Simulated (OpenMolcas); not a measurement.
**Nb²⁺ among point charges: CASSCF and CASPT2 levels and susceptibility**

How does a field of 5 point charges split the states of Nb²⁺, and what χT follows?

Program: OpenMolcas 26.06. Level of theory: state-averaged CASSCF and CASPT2, spin-orbit coupling by RASSI with atomic mean-field integrals. These are calculated values, not measurements, unless marked.

## 1. Starting point

| Item | Value |
| --- | --- |
| Species | Nb²⁺ (niobium, Z = 41, 39 electrons) |
| Basis | ANO-RCC-VDZP [6s5p3d1f], 43 functions |
| Scalar Hamiltonian | DKH2, point nucleus |
| Inactive shells | 1s 2s 2p 3s 3p 3d 4s 4p |
| Active space | 3 electrons in 5 orbitals (4d) |
| Some configurations of this space | 4d³ |
| Orbitals | optimised for each spin and parity, averaged over all roots |

Outer shells as boxes (Hund's rule):

4d3
```
4d [↑ ][↑ ][↑ ][  ][  ]
```

The ion sits among 5 point charges of -1 e arranged as a trigonal bipyramid (D3h), 2.32 Å from the ion, with the axial distance 2.390 Å.

The work runs as a chain of OpenMolcas steps in one folder; each step below is one input file. Labels, J, g values, rates, χT and fits are worked out afterwards by a script from the matrices that RASSI stores.

## 2. GATEWAY and SEWARD: basis and integrals

The input, a.inp:

```
&GATEWAY
Coord
1

Nb 0.0 0.0 0.0
Basis=ANO-RCC-VDZP
Group=NoSym
NoMove
AngMom=0.0 0.0 0.0
AMFI
XField
5 Angstrom 0
2.320000 0.000000 0.000000 -1.000000
-1.160000 2.009179 0.000000 -1.000000
-1.160000 -2.009179 0.000000 -1.000000
0.000000 0.000000 2.389600 -1.000000
0.000000 0.000000 -2.389600 -1.000000
&SEWARD
```

Started as:

```bash
$ OMP_NUM_THREADS=1 MOLCAS_MEM=1689 MOLCAS_PROJECT=a pymolcas a.inp > a.log
```

## 3. CASSCF: quartets, 10 roots

The input, a.inp:

```
&RASSCF
FileOrb=start.orb
Symmetry=1
Spin=4
nActEl=3 0 0
Inactive=18
Ras2=5
CIRoot=10 10 1
SDav=10
CIMx=300
Iter=120 100
PrWF=0.3
OrbListing=Nothing
MaxOrb=0
>>> COPY $Project.JobIph JOB001
```

start.orb holds the contracted functions of the basis, ordered by shell, or the orbitals of the step before.

## 4. CASSCF: doublets, 40 roots

The input, a.inp:

```
&RASSCF
FileOrb=start.orb
Symmetry=1
Spin=2
nActEl=3 0 0
Inactive=18
Ras2=5
CIRoot=40 40 1
SDav=40
CIMx=300
Iter=120 100
PrWF=0.3
OrbListing=Nothing
MaxOrb=0
>>> COPY $Project.JobIph JOB002
```

## 5. RASSI: spin-orbit coupling between the states

The input, a.inp:

```
&RASSI
NrOfJobIphs=2 10 40
1 2 3 4 5 6 7 8 9 10
1 2 3 4 5 6 7 8 9 10 11 12 13 14 15 16 17 18 19 20 21 22 23 24 25 26 27
28 29 30 31 32 33 34 35 36 37 38 39 40
IphNames
JOB001
JOB002
EJob
SpinOrbit
DIPRint=1.0
SOCoupling=1000.0
Subsets=2
Property=9
'ANGMOM' 1 'ANGMOM' 2 'ANGMOM' 3 'MLTPL  1' 1 'MLTPL  1' 2 'MLTPL  1' 3
'AMFI' 1 'AMFI' 2 'AMFI' 3
SOProperty=3
'ANGMOM' 1 'ANGMOM' 2 'ANGMOM' 3
```

## 6. CASPT2: IPEA 0.25, imaginary shift 0.1 (closed shells correlated: 4s 4p)

The input, a.inp:

```
>>> COPY JOB001 $Project.JobIph
&CASPT2
Multistate=10 1 2 3 4 5 6 7 8 9 10
NoMult
Frozen=14
IPEA=0.25
Imaginary=0.1
MaxIter=60
WThr=0.0 0.3 0.05
PrWF=0.5
NoMix
>>> COPY JOB002 $Project.JobIph
&CASPT2
Multistate=40 1 2 3 4 5 6 7 8 9 10 11 12 13 14 15 16 17 18 19 20 21 22
23 24 25 26 27 28 29 30 31 32 33 34 35 36 37 38 39 40
NoMult
Frozen=14
IPEA=0.25
Imaginary=0.1
MaxIter=60
WThr=0.0 0.3 0.05
PrWF=0.5
NoMix
```

(Steps that only read results are left out.)

**Question.** What will these runs give? Wanted: spin-free ground state; first state of the same spin within the active space; lowest level; next level.

**Answer**, as computed:

| quantity | value |
| --- | --- |
| method | SS-CASPT2, IPEA 0.25, imaginary shift 0.1 (closed shells correlated: 4s 4p) |
| spin-free ground state | 4E, 2-fold in its orbital part |
| first state of the same spin within the active space | 4E at 2370 cm⁻¹ |
| lowest level | 2-fold E1/2, g = 0.06, 0.06, 2.03 |
| next level | 285.0 cm⁻¹ |
| χT at 300 K | 0.77 cm³ K/mol |
| effective moment at 300 K | 2.48 μB |

Cost by method:

```
                                              method  time of its own steps  time with the reference
                                           A. CASSCF                   20 s                     20 s
B. SS-CASPT2, IPEA 0.25, imaginary shift 0.1, +4s 4p                  8.5 s                     28 s
```

Times are of one thread on a shared host.

The spin-free ground state (4E) comes to 100 % from free-ion F terms and keeps the highest spin of the shell. χT at 300 K is 0.77, against 1.88 cm³ K/mol for the spin alone, so spin-orbit coupling lowers it. CASPT2 does not keep the components of a term degenerate, and the means are used. The field of point charges can differ much from that of real complexes. Point charges carry no covalency, so the field is a model and not that of real ligands.
